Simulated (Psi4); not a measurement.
**B2O2 (diboron dioxide) at OMP2/aug-cc-pVDZ (density fitting for correlation)**

Aim: the vertical electron affinity of B2O2 (diboron dioxide) at OMP2/aug-cc-pVDZ (density fitting for correlation), from 2 runs. 

Program for the calculation: Psi4 1.11.

3 further runs of the same task are left out: 2 that didn't finish, 1 set aside as unsound or not needed.

### Step 1. The molecule

The species is B2O2 (4 atoms), meant as a singlet with charge 0. As SMILES, `O=BB=O`. The shape is that of a PBE0-D4/def2-TZVP optimisation.

Bond lengths: O1–B2 1.197 Å, B2–B3 1.640 Å, B3–O4 1.197 Å. Angles: O1–B2–B3 180.0°, B2–B3–O4 180.0°.

### Step 2. A single-point energy at OMP2/aug-cc-pVDZ (density fitting for correlation)

The input, b2o2.xyz:

```xyz
4
B2O2
O     -0.743090     0.459760     1.817650
B     -0.302300     0.187070     0.739120
B      0.302150    -0.186920    -0.739220
O      0.743230    -0.459920    -1.817550
```

The input, calc.py:

```python
import psi4

psi4.set_memory(2200000000)
psi4.set_num_threads(1)
psi4.set_output_file('run.log', False)

with open('b2o2.xyz') as f:
    atoms = ''.join(f.readlines()[2:])
mol = psi4.geometry('0 1\n' + atoms + 'symmetry c1\nno_reorient\nno_com')

psi4.set_options({
    'basis': 'aug-cc-pVDZ',
    'puream': True,
    'e_convergence': 1e-09,
    'd_convergence': 1e-08,
    'scf_type': 'pk',
    'num_frozen_docc': 4,
})

e_tot, wfn = psi4.energy("omp2", return_wfn=True)
print('E =', round(e_tot, 9))
```

Launch:

```sh
$ python calc.py
```

run.log:

```text
[...]
  Running in c1 symmetry.
[...]
  Nuclear repulsion =   66.762222931000380
[...]
  Multiplicity = 1
[...]
  Nalpha       = 13
  Nbeta        = 13
[...]
    Number of basis functions: 92
[...]
   @RHF iter   1:  -199.01088930155387   -1.50888e+00   7.65177e-03 DIIS/ADIIS
[...]
   @RHF iter  10:  -199.20766667370123   -1.70530e-12   9.17022e-09 DIIS
[...]
    Orbital Energies [Eh]
    ---------------------
    Doubly Occupied:
       1A    -20.606811     2A    -20.606808     3A     -7.695459
       4A     -7.694680     5A     -1.369499     6A     -1.368599
       7A     -0.729480     8A     -0.667034     9A     -0.643811
      10A     -0.563577    11A     -0.563577    12A     -0.541385
      13A     -0.541385
[...]
  @RHF Final Energy:  -199.20766667370123
   => Energetics <=
    Nuclear Repulsion Energy =             66.7622229310003803
    One-Electron Energy =                -404.7555703918956169
    Two-Electron Energy =                 138.7856807871939964
    Total Energy =                       -199.2076666737012260
[...]
 Multipole Moments:
 ------------------------------------------------------------------------------------
     Multipole            Electronic (a.u.)      Nuclear  (a.u.)        Total (a.u.)
 ------------------------------------------------------------------------------------
 L = 1.  Multiply by 2.5417464519 to convert [e a0] to [Debye]
 Dipole X            :         -0.0010073            0.0006992           -0.0003081
 Dipole Y            :          0.0013314           -0.0010016            0.0003298
 Dipole Z            :         -0.0007828            0.0005669           -0.0002159
 Magnitude           :                                                    0.0005003
[...]
	Warning: cc_lambda option is changed to TRUE
	For this residual convergence, default PCG convergence is:     1.00e-07
[...]
	DF-MP2 Total Energy (a.u.)         :  -199.74940902524742
[...]
	DF-MP2 Total Energy (a.u.)         :  -199.76200315943734
[...]
	DF-OMP2 Total Energy (a.u.)        :  -199.76200315945991
[...]
```

The script printed:

```text
E = -199.762003159
```

Run time: 43 s. Hardware: 1 thread of Intel Xeon at 2.50GHz (Skylake/Cascade Lake), shared host; peak memory 0.34 GiB.

### Step 3. The doublet anion at the same level

The input, b2o2.py:

```python
import psi4

psi4.set_memory(2200000000)
psi4.set_num_threads(1)
psi4.core.set_output_file('output.dat', False)

mol = psi4.geometry("""
-1 2
O     -1.40423659     0.86882048     3.43486069
B     -0.57126421     0.35351107     1.39673437
B      0.57098075    -0.35322761    -1.39692335
O      1.40450115    -0.86912284    -3.43467172
units bohr
symmetry c1
""")

psi4.set_options({
    'reference': 'uhf',
    'puream': True,
    'e_convergence': 1e-09,
    'd_convergence': 1e-08,
    'scf_type': 'pk',
    'num_frozen_docc': 4,
    'maxiter': 100,
})

e, wfn = psi4.energy('omp2/aug-cc-pVDZ', molecule=mol, return_wfn=True)
print('E =', round(e, 9))
```

Launch:

```sh
$ python b2o2.py
```

output.dat:

```text
[...]
  Running in c1 symmetry.
[...]
  Nuclear repulsion =   66.762222939504184
[...]
  Multiplicity = 2
[...]
  Nalpha       = 14
  Nbeta        = 13
[...]
    Number of basis functions: 92
[...]
   @UHF iter   1:  -198.98591657167302   -1.48390e+00   7.90249e-03 DIIS/ADIIS
[...]
   @UHF iter  16:  -199.19999877805211   -4.51905e-12   5.95572e-09 DIIS
[...]
   @S^2 Observed:                7.607994008E-01
[...]
    Orbital Energies [Eh]
    ---------------------
    Alpha Occupied:
       1A    -20.354411     2A    -20.354410     3A     -7.432705
       4A     -7.431843     5A     -1.137512     6A     -1.136560
       7A     -0.489351     8A     -0.434920     9A     -0.400690
      10A     -0.368890    11A     -0.348148    12A     -0.328416
      13A     -0.308357    14A     -0.013523
    Alpha Virtual:
      15A      0.141999    16A      0.168954    17A      0.170704
      18A      0.181961    19A      0.183450    20A      0.191251
      21A      0.196963    22A      0.260479    23A      0.278980
      24A      0.341378    25A      0.378831    26A      0.380434
[...]
  @UHF Final Energy:  -199.19999877805211
   => Energetics <=
    Nuclear Repulsion Energy =             66.7622229395041842
    One-Electron Energy =                -411.1022980398793152
    Two-Electron Energy =                 145.1400763223230399
    Total Energy =                       -199.1999987780521053
  UHF NO Occupations:
  HONO-2 :   12  A 1.9982495
  HONO-1 :   13  A 1.9976616
[...]
 Multipole Moments:
 ------------------------------------------------------------------------------------
     Multipole            Electronic (a.u.)      Nuclear  (a.u.)        Total (a.u.)
 ------------------------------------------------------------------------------------
 L = 1.  Multiply by 2.5417464519 to convert [e a0] to [Debye]
 Dipole X            :         -0.0002989            0.0001644           -0.0001345
 Dipole Y            :          0.0003130           -0.0001757            0.0001373
 Dipole Z            :         -0.0002133            0.0001134           -0.0001000
 Magnitude           :                                                    0.0002166
[...]
	Warning: cc_lambda option is changed to TRUE
	For this residual convergence, default PCG convergence is:     1.00e-07
[...]
	DF-SCS-MP2 Total Energy (a.u.)     :  -199.71887223028054
	DF-SOS-MP2 Total Energy (a.u.)     :  -199.70850932468753
[...]
	DF-SCS-OMP2 Total Energy (a.u.)    :  -199.72954058809333
	DF-SOS-OMP2 Total Energy (a.u.)    :  -199.67700932252347
	DF-SCS(N)-OMP2 Total Energy (a.u.) :  -199.46236057514778
[...]
	DF-OMP2 Total Energy (a.u.)        :  -199.75260081432987
[...]
```

The script printed:

```text
E = -199.752600814
```

It took 1.8 min on 1 thread of Intel Xeon at 2.50GHz (Skylake/Cascade Lake), shared host; peak memory 0.34 GiB.

### Step 4. What came out

Level: OMP2/aug-cc-pVDZ (density fitting for correlation), 4 core orbitals frozen.

| quantity | value |
| --- | --- |
| singlet B2O2: total energy | -199.76200 Eh |
| singlet B2O2: HOMO energy (Hartree–Fock orbitals) | -14.73 eV |
| singlet B2O2: LUMO energy (Hartree–Fock orbitals) | 0.62 eV |
| singlet B2O2: HOMO–LUMO gap (Hartree–Fock orbitals) | 15.35 eV |
| singlet B2O2: correlation energy (4 core orbitals frozen) | -554.3 mEh |
| doublet anion: total energy | -199.75260 Eh |
| doublet anion: HOMO energy (Hartree–Fock orbitals) (highest over α and β) | -0.37 eV |
| doublet anion: LUMO energy (Hartree–Fock orbitals) (lowest over α and β) | 3.86 eV |
| doublet anion: correlation energy (4 core orbitals frozen) | -552.6 mEh |
| doublet anion: ⟨S²⟩ of the reference determinant | 0.761 |
| vertical electron affinity (to the doublet anion) | -0.256 eV |

**Reading.** The anion lies 0.26 eV (24.7 kJ/mol) above the neutral: the electron isn't bound at this level, and such a value depends on the basis.
